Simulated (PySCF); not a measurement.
# One shape, several levels: C5H12Si (vinyltrimethylsilane)

We compute a comparison of 5 runs (HF/3-21G, B2PLYP/6-31G*, CAM-B3LYP/6-31G*, M06-L/6-31G*, PBE0/6-31G*) of C5H12Si (vinyltrimethylsilane). The job is set up through a Python script.

Program for the calculation: PySCF 2.14.0.

2 further runs of the same task are left out: 2 set aside as unsound or not needed. Runs told in other sessions of the task aren't counted.

## Step 1: The structure to begin with

C5H12Si: 18 atoms, total charge 0, spin state singlet. SMILES: `C=C[Si](C)(C)C`. The C4–H12 distance was set to 2.405 Å, away from the relaxed value. At this shape a bond of the SMILES string is far longer than usual.

Bond lengths: C1–C2 1.330 Å, C2–Si3 1.869 Å, Si3–C4 1.873 Å, Si3–C5 1.875 Å, Si3–C6 1.875 Å, C1–H7 1.087 Å, C1–H8 1.087 Å, C2–H9 1.091 Å, C4–H10 1.093 Å, C4–H11 1.093 Å, C5–H13 1.093 Å, C5–H14 1.094 Å, C5–H15 1.093 Å, C6–H16 1.093 Å, C6–H17 1.093 Å, C6–H18 1.094 Å. Some angles: C1–C2–Si3 124.8°, C2–Si3–C4 109.7°, C2–Si3–C5 108.9°, C2–Si3–C6 108.9°, C4–Si3–C5 110.1°, C4–Si3–C6 110.1°, C5–Si3–C6 109.2°, C1–C2–H9 117.2°, Si3–C2–H9 118.0°, C2–C1–H7 122.5°.

## Step 2: The energy at HF/3-21G (run 1)

The input, calc.py:

```python
from pyscf import gto

mol = gto.M(
    atom='''
C       -2.098279       0.697586       0.498109
C       -1.234809       1.299896      -0.315241
Si       0.615201       1.356426      -0.054241
C        1.058961       0.441166       1.518279
C        1.156511       3.147786       0.069329
C        1.460321       0.555986      -1.524741
H       -3.168649       0.688106       0.308999
H       -1.773039       0.181876       1.397759
H       -1.643799       1.795086      -1.197491
H        0.583731       0.893166       2.392649
H        2.140241       0.465526       1.678979
H        0.389440      -1.865980       1.413780
H        0.687101       3.641756       0.923719
H        2.240961       3.222256       0.189239
H        0.882181       3.704786      -0.830641
H        1.172751      -0.494134      -1.619111
H        1.191031       1.061016      -2.456331
H        2.548351       0.601126      -1.424071
''',
    spin=0,
    charge=0,
    max_memory=1860,
    verbose=4,
    basis='3-21g',
)

mf = mol.RHF()
mf.conv_tol = 1e-10
mf.kernel()
if not mf.converged:
    mf = mf.newton().run(mf.mo_coeff, mf.mo_occ)

e_tot = mf.e_tot
print('E(%s) = %.9f' % ('HF', e_tot))
```

Launch:

```console
$ OMP_NUM_THREADS=1 python calc.py
```

Output:

```text
PySCF version 2.14.0

[... 76 lines left out ...]
converged SCF energy = -482.46103722581
E(HF) = -482.461037226
```

Wall time 1.8 s (1 thread of Arm Neoverse V1, shared host); peak memory 0.16 GiB.

## Step 3: The energy at B2PLYP/6-31G(d) (spherical functions) (run 2)

The input, run.py:

```python
from pyscf import gto, dft, mp

system = gto.M(
    atom='''
C     -2.098279     0.697586     0.498109
C     -1.234809     1.299896    -0.315241
Si     0.615201     1.356426    -0.054241
C      1.058961     0.441166     1.518279
C      1.156511     3.147786     0.069329
C      1.460321     0.555986    -1.524741
H     -3.168649     0.688106     0.308999
H     -1.773039     0.181876     1.397759
H     -1.643799     1.795086    -1.197491
H      0.583731     0.893166     2.392649
H      2.140241     0.465526     1.678979
H      0.389440    -1.865980     1.413780
H      0.687101     3.641756     0.923719
H      2.240961     3.222256     0.189239
H      0.882181     3.704786    -0.830641
H      1.172751    -0.494134    -1.619111
H      1.191031     1.061016    -2.456331
H      2.548351     0.601126    -1.424071
''',
    max_memory=1860,
    basis='6-31g*',
    spin=0,
    verbose=3,
)

mf = dft.RKS(system, xc='0.53*HF + 0.47*B88, 0.73*LYP')
mf.conv_tol = 1e-10
mf.grids.level = 5
mf.kernel()
if not mf.converged:
    mf = mf.newton().run(mf.mo_coeff, mf.mo_occ)

pt = mp.MP2(mf, frozen=10).run()
e_tot = mf.e_tot + 0.27 * pt.e_corr
print('PT2 part  %.8f' % (0.27 * pt.e_corr))
print('E(%s) = %.9f' % ('B2PLYP', e_tot))
```

Launch:

```console
$ OMP_NUM_THREADS=1 python run.py
```

Output:

```text
converged SCF energy = -486.406430055677
E(RMP2) = -487.347623787471  E_corr = -0.941193731793759
E(SCS-RMP2) = -487.355178152967  E_corr = -0.94874809728979
PT2 part  -0.25412231
E(B2PLYP) = -486.660552363
```

It took 64 s on 1 thread of Arm Neoverse V1, shared host; peak memory 0.62 GiB.

Runs 3 to 4 aren't shown in full; the table further down has their settings and results.

## Step 4: The energy at PBE0/6-31G(d) (spherical functions) (run 5)

The input, calc.py:

```python
from pyscf import gto, dft

molecule = gto.M(
    atom='''
C     -3.965173     1.318246     0.941290
C     -2.333451     2.456447    -0.595719
Si     1.162561     2.563274    -0.102501
C      2.001146     0.833683     2.869131
C      2.185489     5.948453     0.131013
C      2.759607     1.050661    -2.881343
H     -5.987879     1.300332     0.583923
H     -3.350558     0.343696     2.641382
H     -3.106330     3.392221    -2.262930
H      1.103092     1.687839     4.521451
H      4.044469     0.879717     3.172810
H      0.735935    -3.526191     2.671657
H      1.298433     6.881921     1.745576
H      4.234803     6.089181     0.357610
H      1.667080     7.001031    -1.569684
H      2.216178    -0.933778    -3.059676
H      2.250722     2.005030    -4.641793
H      4.815685     1.135964    -2.691104
''',
    basis='6-31g*',
    max_memory=1860,
    verbose=3,
    unit='bohr',
)

calc0 = dft.RKS(molecule, xc='pbe0')
calc0.conv_tol = 1e-10
calc0.grids.level = 5
calc0.kernel()
if not calc0.converged:
    calc0 = calc0.newton().run(calc0.mo_coeff, calc0.mo_occ)

e_final = calc0.e_tot
print('Final energy', e_final)
```

Launch:

```console
$ OMP_NUM_THREADS=1 python calc.py
```

Output:

```text
converged SCF energy = -486.682253440686
Final energy -486.68225344068645
```

Run time: 63 s. Hardware: 1 thread of Arm Neoverse V1, shared host; peak memory 0.62 GiB.

## Step 5: The series

```
run                                   level  frozen core orbitals  integration grid  energy (Eh)  dipole moment (D)  HOMO energy (eV)  LUMO energy (eV)  wall time
  1                                HF/3-21G                     –                 –  -482.461037               2.01             -8.64              0.80      1.8 s
  2     B2PLYP/6-31G* (spherical functions)                    10                 5  -486.660552               1.94             -7.57             -1.57       64 s
  3  CAM-B3LYP/6-31G* (spherical functions)                     –                 5  -486.925306               1.76             -8.09             -1.73    1.8 min
  4      M06-L/6-31G* (spherical functions)                     –                 5  -487.021041               1.97             -6.21             -3.64    2.4 min
  5       PBE0/6-31G* (spherical functions)                     –                 5  -486.682253               1.70             -6.93             -2.85       63 s
```

## Step 6: What came out

```
            quantity          value
 run 5: total energy  -486.68225 Eh
run 5: dipole moment         1.70 D
  run 5: HOMO energy       -6.93 eV
  run 5: LUMO energy       -2.85 eV
run 5: HOMO–LUMO gap        4.08 eV
```

**Reading.** The dipole moment (its size) runs from 1.70 D (PBE0/6-31G*) to 2.01 D (HF/3-21G). The two ends differ in method and basis. The HOMO–LUMO gap runs from 2.57 eV (M06-L/6-31G*) to 9.44 eV (HF/3-21G). Totals of different functionals can't be ranked against each other. In all runs a closed-shell determinant meets a far-stretched bond; if it breaks into open shells, such a determinant describes it badly, and no broken-symmetry solution was shown. All runs together took 6.4 min, the longest 2.4 min.
